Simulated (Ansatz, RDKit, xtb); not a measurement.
# C5H5N2S+: which of the isomers drawn lies lowest?, part 2 of 2

A sample of isomers of C5H5N2S+ (charge +1) is drawn. Aim: find which of them has the lowest free energy at 298.15 K, then its properties. The sample is small against all isomers, and the most stable one of this formula need not be in it.

xtb, Ansatz and PySCF; isolated molecules. The steps go on from the part before.

## 9. Last filter: a higher level

Each finalist gets a single point at CCSD(T)/def2-SVP + MP2/def2-TZVPP - MP2/def2-SVP.

c163a, CCSD(T)/def2-SVP:

The input, input.yaml:

```yaml
crystal:
  periodic: [false, false, false]
  atoms:
    - {symbol: C, position_ang: [2.216638, -1.338967, -0.422962]}
    - {symbol: C, position_ang: [0.301592, -2.440520, -1.517981]}
    - {symbol: C, position_ang: [-1.056234, -0.455576, -1.816441]}
    - {symbol: C, position_ang: [-2.072607, 0.475995, -2.135476]}
    - {symbol: C, position_ang: [0.143757, -0.209576, -1.206810]}
    - {symbol: N, position_ang: [0.892078, -1.348053, -1.050249]}
    - {symbol: N, position_ang: [-2.911016, 1.229962, -2.401141]}
    - {symbol: S, position_ang: [-1.214212, -2.145402, -2.183283]}
    - {symbol: H, position_ang: [2.615732, -2.358876, -0.410264]}
    - {symbol: H, position_ang: [2.125763, -0.965879, 0.605721]}
    - {symbol: H, position_ang: [2.885348, -0.688673, -1.002276]}
    - {symbol: H, position_ang: [0.760132, -3.430321, -1.472330]}
    - {symbol: H, position_ang: [0.518263, 0.754719, -0.863146]}
basis:
  gaussian: {orbitals: def2-SVP}
total_charge: 1
correlation: {method: ccsd_t, frozen_orbitals: {H: 0, C: 1, S: 5, "N": 1}}
```

Command:

```sh
$ ansatz run input.yaml --threads 4 --pin off --max-ram 7830MiB --events-out events.jsonl --progress --plain --runs-dir runs
```

What it wrote, shortened:

```text
Warning: RAYON_NUM_THREADS=4 ignored (pool sized by the plan → 4); use --threads N
Functional definition: HF
  name "HF"
[...]
1438 factors; integrals over basis functions are off by at most 1.4e-3 eV
[...]
mean field -18994.97609967 eV, -698.0524964058 hartree, gradient 2.8e-6 eV, S^2 0.000000; 0 other end points of the search recorded, 0 dependent functions left out; unrestricted orbitals would lower it
12 core orbitals not correlated: weight in the atoms' cores, before any rotation towards them, 1.000 or more for the frozen orbitals, at most 0.000 for the correlated occupied ones
reference -18994.97609967 eV, -698.0524964058 hartree; 20, 20 occupied and 109, 109 virtual orbitals, 1438 factors
second order -29.89345763 eV of doubles, -0.00000000 eV of singles
cycle   1  -29.72886660 eV  change    1.6e-1 eV  update   1.5e-1
[...]
cycle  10  -30.93570465 eV  change    1.5e-6 eV  update   4.3e-5
perturbative correction -1.38754983 eV, -0.0509915158 hartree
Total energy: -19027.29935415 eV, -699.2403540984 hartree
```

Wall time 44 s (4 threads of Arm Neoverse N1, shared host); peak memory 1.1 GiB.

## 10. c163a at MP2/def2-TZVPP

input.yaml: that of step 9 with these lines changed.

```diff
@@ -8,3 +8,3 @@
     - {symbol: C, position_ang: [0.143757, -0.209576, -1.206810]}
-    - {symbol: N, position_ang: [0.892078, -1.348053, -1.050249]}
+    - {symbol: "N", position_ang: [0.892078, -1.348053, -1.050249]}
     - {symbol: N, position_ang: [-2.911016, 1.229962, -2.401141]}
@@ -17,4 +17,5 @@
 basis:
-  gaussian: {orbitals: def2-SVP}
+  gaussian: {orbitals: def2-TZVPP}
 total_charge: 1
-correlation: {method: ccsd_t, frozen_orbitals: {H: 0, C: 1, S: 5, "N": 1}}
+magnetization: {spin_polarized: false, initial_magnetization: 0}
+correlation: {method: mp2, frozen_orbitals: {H: 0, C: 1, S: 5, "N": 1}}
```

Command:

```sh
$ ansatz run input.yaml --threads 4 --pin off --max-ram 7830MiB --events-out events.jsonl --progress --plain --runs-dir runs
```

What it wrote:

```text
Warning: RAYON_NUM_THREADS=4 ignored (pool sized by the plan → 4); use --threads N
[... 2 set-up lines as earlier in the session ...]
  exchange = exact_x
  correlation = 0
1999 factors; integrals over basis functions are off by at most 1.0e-3 eV
mean field evaluation 1: about -19001.3883 eV, gradient 4.7e1 eV
mean field evaluation 2: about -19002.0002 eV, gradient 4.7e1 eV
mean field evaluation 4: about -19007.8718 eV, gradient 8.1e0 eV
mean field evaluation 8: about -19008.0774 eV, gradient 8.1e-1 eV
mean field evaluation 16: about -19008.0814 eV, gradient 1.7e-6 eV
mean field -19008.08138317 eV, -698.5341066913 hartree, gradient 1.8e-6 eV, S^2 0.000000; 0 other end points of the search recorded, 0 dependent functions left out; unrestricted orbitals would lower it
12 core orbitals not correlated: weight in the atoms' cores, before any rotation towards them, 1.000 or more for the frozen orbitals, at most 0.000 for the correlated occupied ones
reference -19008.08138317 eV, -698.5341066913 hartree; 20, 20 occupied and 297, 297 virtual orbitals, 1999 factors
second order -36.41356818 eV of doubles, -0.00000000 eV of singles
Total energy: -19044.49495135 eV, -699.8722806397 hartree
```

It took 16 s on 4 threads of Arm Neoverse N1, shared host; peak memory 1.1 GiB.

## 11. c289a at CCSD(T)/def2-SVP

The input, input.yaml:

```yaml
crystal:
  periodic: [false, false, false]
  atoms:
    - {symbol: C, position_ang: [1.945728, -1.227083, -0.725910]}
    - {symbol: C, position_ang: [0.201334, -1.701857, -2.457430]}
    - {symbol: C, position_ang: [-1.097822, -1.430667, -2.771755]}
    - {symbol: C, position_ang: [-0.369045, -0.381200, -0.714519]}
    - {symbol: C, position_ang: [-0.191174, 0.327136, 0.494914]}
    - {symbol: "N", position_ang: [0.599750, -1.103037, -1.293243]}
    - {symbol: "N", position_ang: [-0.035239, 0.905776, 1.487253]}
    - {symbol: S, position_ang: [-1.818950, -0.419827, -1.599591]}
    - {symbol: H, position_ang: [1.879871, -1.662199, 0.280241]}
    - {symbol: H, position_ang: [2.412951, -0.234561, -0.672151]}
    - {symbol: H, position_ang: [2.538319, -1.880983, -1.373925]}
    - {symbol: H, position_ang: [0.901126, -2.317193, -3.022587]}
    - {symbol: H, position_ang: [-1.658630, -1.781112, -3.638912]}
basis:
  gaussian:
    orbitals: def2-SVP
correlation:
  method: ccsd_t
  frozen_orbitals: {H: 0, C: 1, S: 5, "N": 1}
total_charge: 1
```

Command:

```sh
$ ansatz run input.yaml --threads 4 --pin off --max-ram 7830MiB --events-out events.jsonl --progress --plain --runs-dir runs
```

What it wrote, shortened:

```text
Warning: RAYON_NUM_THREADS=4 ignored (pool sized by the plan → 4); use --threads N
[... 2 set-up lines as earlier in the session ...]
[...]
1436 factors; integrals over basis functions are off by at most 1.2e-3 eV
[...]
mean field -18994.77022720 eV, -698.0449307319 hartree, gradient 2.4e-6 eV, S^2 0.000000; 0 other end points of the search recorded, 0 dependent functions left out; unrestricted orbitals would lower it
12 core orbitals not correlated: weight in the atoms' cores, before any rotation towards them, 1.000 or more for the frozen orbitals, at most 0.000 for the correlated occupied ones
reference -18994.77022720 eV, -698.0449307319 hartree; 20, 20 occupied and 109, 109 virtual orbitals, 1436 factors
second order -30.10320492 eV of doubles, -0.00000000 eV of singles
cycle   1  -29.82015703 eV  change    2.8e-1 eV  update   1.5e-1
[...]
cycle  11  -31.03446756 eV  change    9.5e-6 eV  update   1.2e-5
perturbative correction -1.40797381 eV, -0.0517420833 hartree
Total energy: -19027.21266857 eV, -699.2371684621 hartree
```

Wall time 45 s (4 threads of Arm Neoverse N1, shared host); peak memory 1.1 GiB.

For c163a, c289a, c390a the log finds that unrestricted Hartree-Fock orbitals lie lower, a sign to watch the closed-shell reference there.

## 12. The ranking

Energies in kcal/mol from c163a; G adds the thermal terms to the CCSD(T)/def2-SVP + MP2/def2-TZVPP - MP2/def2-SVP energy. The columns left of the relaxed level are at the tight-binding geometries.

| label | SMILES | spin | GFN2-xTB | HF/STO-3G | r2SCAN-D4/def2-SVP | PBE0-D3(BJ)/def2-SVP | HF/def2-SVP | MP2/def2-SVP | CCSD(T)/def2-SVP + MP2/def2-TZVPP - MP2/def2-SVP | G | share at equilibrium | T1 |
| --- | --- | --- | --- | --- | --- | --- | --- | --- | --- | --- | --- | --- |
| c163a | C[n+]1csc(C#N)c1 | singlet | 0.0 | 0.0 | 0.0 | 0.0 | 0.0 | 0.0 | 0.0 | 0.0 | 94.8 % | 0.015 |
| c289a | C[n+]1ccsc1C#N | singlet | 0.2 | 2.8 | 0.4 | 1.1 | 4.7 | -0.1 | 1.2 | 1.7 | 5.2 % | 0.013 |
| c390a | C#Cc1snc[n+]1C | singlet | 6.3 | 45.0 | 29.2 | 30.3 | 34.8 | 35.2 | 28.8 | 27.8 | < 0.1 % | 0.017 |

Lowest found: c163a, `C[n+]1csc(C#N)c1`, a singlet. Bond lengths: C3–C4 1.415 Å, C3–C5 1.368 Å, C1–N6 1.466 Å, C2–N6 1.327 Å, C5–N6 1.371 Å, C4–N7 1.158 Å, C2–S8 1.681 Å, C3–S8 1.736 Å, C1–H9 1.095 Å, C1–H10 1.098 Å, C1–H11 1.098 Å, C2–H12 1.092 Å, C5–H13 1.090 Å. Some angles: C3–C4–N7 179.4°, C4–C3–C5 127.7°, C4–C3–S8 121.8°, C5–C3–S8 110.4°, C3–C5–N6 112.3°, C1–N6–C2 123.9°, C1–N6–C5 122.5°, C2–N6–C5 113.6°, N6–C2–S8 113.3°, C2–S8–C3 90.3°.

```xyz
13

C     2.2166   -1.3390   -0.4230
C     0.3016   -2.4405   -1.5180
C    -1.0562   -0.4556   -1.8164
C    -2.0726    0.4760   -2.1355
C     0.1438   -0.2096   -1.2068
N     0.8921   -1.3481   -1.0502
N    -2.9110    1.2300   -2.4011
S    -1.2142   -2.1454   -2.1833
H     2.6157   -2.3589   -0.4103
H     2.1258   -0.9659    0.6057
H     2.8853   -0.6887   -1.0023
H     0.7601   -3.4303   -1.4723
H     0.5183    0.7547   -0.8631
```

## 13. Results

This closing draws on all 2 parts.

| quantity | value |
| --- | --- |
| lowest structure found | C[n+]1csc(C#N)c1, singlet |
| next finalist | C[n+]1ccsc1C#N, singlet, 1.7 kcal/mol higher in G |
| share at equilibrium, among the finalists | 94.8 % |
| funnel | 4 starts, 4 minima at GFN2-xTB, 7 screening runs, 3 relaxed, 3 ranked |
| CPU time of all runs | 20 min |

**Reading.** The search ends on `C[n+]1csc(C#N)c1`. The margin, 1.7 kcal/mol, is modest. GFN2-xTB, HF/STO-3G, r2SCAN-D4/def2-SVP, PBE0-D3(BJ)/def2-SVP and HF/def2-SVP already put its bonding pattern lowest among the structures in one piece; MP2/def2-SVP favours the singlet C[n+]1ccsc1C#N. The largest share of the time went into the final energies (60 %). The search is not exhaustive (a finite list of starts, one conformer a finalist), so a lower isomer can't be ruled out. Only 4 drawn patterns were tried, so whole families of isomers are missing, and the result ranks this sample alone.
